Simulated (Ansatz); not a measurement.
# BiB (CsCl type): the cost of one run

Computed with Ansatz 0.2.0 (DFT PBE, with the methods named in each step, unless a step's input says otherwise).

1 further run of the same task is left out (for a known fault of the program). Runs told in other sessions of the task aren't counted.

## (1) Starting point

The structure is cubic, space group Pm-3m (No. 221). The conventional cell has a = 3.362 Å, b = 3.362 Å, c = 3.362 Å, α = 90.00°, β = 90.00°, γ = 90.00°. B (site symmetry m-3m) is surrounded by 8 Bi at 2.91 Å. Bi (site symmetry m-3m) is surrounded by 8 B at 2.91 Å.

As a file:

```xyz
2
Lattice="3.3623 0.0000 0.0000 0.0000 3.3623 0.0000 0.0000 0.0000 3.3623" Properties=species:S:1:pos:R:3 pbc="T T T"
B     0.0000    0.0000    0.0000
Bi    1.6811    1.6811    1.6811
```

Whether this phase is the stable one at these pressures isn't tested.

Atoms are numbered in the order of the input: B1, Bi2.

## (2) The reference volume, LAPW

input.yaml reads:

```yaml
crystal:
  lattice:
    - [3.3622794929, 0.0, 0.0]
    - [0.0, 3.3622794929, 0.0]
    - [0.0, 0.0, 3.3622794929]
  atoms:
    - { symbol: B, position: [0.0, 0.0, 0.0] }
    - { symbol: Bi, position: [0.5, 0.5, 0.5] }
kpoints:
  mp_grid: { grid: [13, 13, 13] }
  band_path:
    path:
      - [0.0, 0.0, 0.0]
      - [0.0, 0.5, 0.0]
      - [0.5, 0.5, 0.0]
      - [0.0, 0.0, 0.0]
      - [0.5, 0.5, 0.5]
      - [0.0, 0.5, 0.0]
      - [0.5, 0.5, 0.5]
      - [0.5, 0.5, 0.0]
    npoints: 14
scf:
  occupations: { method: fermi_dirac, width: 0.05 }
hamiltonian:
  xc: pbe
  pseudopotentials: { kind: all_electron, lapw: { basis_error: 0.001 } }
output:
  forces: true
  stress: true
  eigenvalues: true
  populations: true
  dos: { projected: true, de: 0.2, e_range: [-14, 8] }
```

Command:

```console
$ ansatz run input.yaml --threads 1 --pin off --max-ram 2048MiB --backend cpu --events-out ev --progress --plain --runs-dir out
```

**Question.** How long does this run take on 1 thread of Arm Neoverse V1, shared host, and how much memory does it need?

About 21 s, with a peak of 0.34 GiB.
